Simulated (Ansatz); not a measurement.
# ClH4NOZn: the cost of one run

Computed with Ansatz 0.2.0, Gaussian basis. Level: PBE0-D4, def2-SVP first, then def2-TZVP.

152 further runs of the same task are left out: 152 set aside as unsound or not needed. Runs told in other sessions of the task aren't counted.

## 1. Where the work starts

The guess: 8 atoms, charge 0, spin multiplicity 1.

Atoms are counted from 1 here; the program's logs count them from 0.

Bond lengths: Zn1–N2 1.962 Å, Zn1–Cl3 2.097 Å, Zn1–H4 1.984 Å, Zn1–O5 2.006 Å, N2–H6 1.009 Å, N2–H7 1.010 Å, H4–O5 1.193 Å, O5–H8 0.957 Å. Angles: N2–Zn1–Cl3 155.6°, N2–Zn1–H4 40.1°, N2–Zn1–O5 74.9°, Cl3–Zn1–H4 156.2°, Cl3–Zn1–O5 124.2°, H4–Zn1–O5 34.8°, Zn1–N2–H6 124.5°, Zn1–N2–H7 122.4°, H6–N2–H7 107.6°, Zn1–H4–O5 73.6°, Zn1–O5–H4 71.6°, Zn1–O5–H8 140.6°, H4–O5–H8 112.2°.

Geometry (Å):

```xyz
8

Zn   -0.9190    0.1174   -0.6527
N     0.9503   -0.4568   -0.4906
Cl   -2.5901    0.9292   -1.6251
H     0.5311    0.0334    0.6986
O    -0.4079    0.5279    1.2430
H     1.2498   -1.4182   -0.4237
H     1.7148    0.0749   -0.8810
H    -0.5290    0.1922    2.1315
```

Distances that are to change: Zn1–O5 2.01 Å, N2–H4 1.35 Å, Zn1–N2 1.96 Å, H4–O5 1.19 Å.

## 2. Constrained relaxation of the guess

Contents of hold/in.yaml:

```yaml
crystal:
  periodic: [false, false, false]
  atoms:
    - {symbol: Zn, position_ang: [-0.919000, 0.117400, -0.652700]}
    - {symbol: N, position_ang: [0.950300, -0.456800, -0.490600]}
    - {symbol: Cl, position_ang: [-2.590100, 0.929200, -1.625100]}
    - {symbol: H, position_ang: [0.531100, 0.033400, 0.698600]}
    - {symbol: O, position_ang: [-0.407900, 0.527900, 1.243000]}
    - {symbol: H, position_ang: [1.249800, -1.418200, -0.423700]}
    - {symbol: H, position_ang: [1.714800, 0.074900, -0.881000]}
    - {symbol: H, position_ang: [-0.529000, 0.192200, 2.131500]}
basis:
  gaussian: {orbitals: def2-SVP}
hamiltonian: {xc: pbe0, dispersion: d4}
relax: {f_tol: 0.04, max_steps: 150, escape_saddle: false, constraints: [{distance: [0, 4]}, {distance: [1, 3]}, {distance: [0, 1]}, {distance: [3, 4]}]}
```

Started as:

```console
ansatz run in.yaml --threads 8 --pin off --events-out ev --progress --plain --max-ram 19148MiB
```

**Question.** How long does this run take on 8 threads of Intel Xeon 6975P-C, shared host?

About 4.4 s.
